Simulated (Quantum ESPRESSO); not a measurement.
**Ti3Se under changes of volume**

One of the cells (17.581 Å³/atom); the others are scaled copies at fixed shape and fractional positions:

```xyz
4
Lattice="3.1974 0.0000 0.0000 -1.5987 2.7691 0.0000 0.0000 0.0000 7.9427" Properties=species:S:1:pos:R:3 pbc="T T T"
Se    0.0000    0.0000    0.0000
Ti    1.5987    0.9230    3.9714
Ti    0.0000    1.8460    6.1390
Ti    0.0000    1.8460    1.8038
```

The cell comes from a database or a generator and needn't be the stable form of this composition.

| Item | Value |
| --- | --- |
| Program | Quantum ESPRESSO 7.5 |
| Functional | PBEsol |
| Potentials or basis | GBRV 1.5 PBEsol |
| Cutoff | 612 eV |
| Density cutoff | 4898 eV |
| k mesh | 10 × 10 × 4 |
| Occupations | fermi-dirac, width 0.05 eV |
| Spin | no spin polarisation |

```tsv
volume (Å³/atom)	energy over the lowest point (meV/atom)	pressure (GPa)	largest force (eV/Å)
16.526	3.39	3.0	0.115
16.878	0.00	0.2	0.037
17.230	2.32	-2.2	0.032
17.581	?	?	?
17.933	21.89	-6.5	0.148
18.284	38.15	-8.3	0.195
18.636	58.15	-9.9	0.237
```

Problem. What does the run at 17.581 Å³/atom give?

Solution. Energy over the lowest point 9.79 meV/atom; pressure -4.5 GPa; largest force 0.094 eV/Å.

Worked out: A Birch-Murnaghan fit of order 3 (a polynomial in V^(-2/3)) to the other rows has its minimum at 16.90 Å³/atom with B0 = V·E''(V) = 124 GPa and B' = 4.1 at fixed shape and positions, which overstates the stiffness. It gives 9.79 meV/atom at 17.581 Å³/atom, against the run's 9.79, and -dE/dV = -4.5 GPa, against -4.5.

Energies are extrapolated to zero smearing.
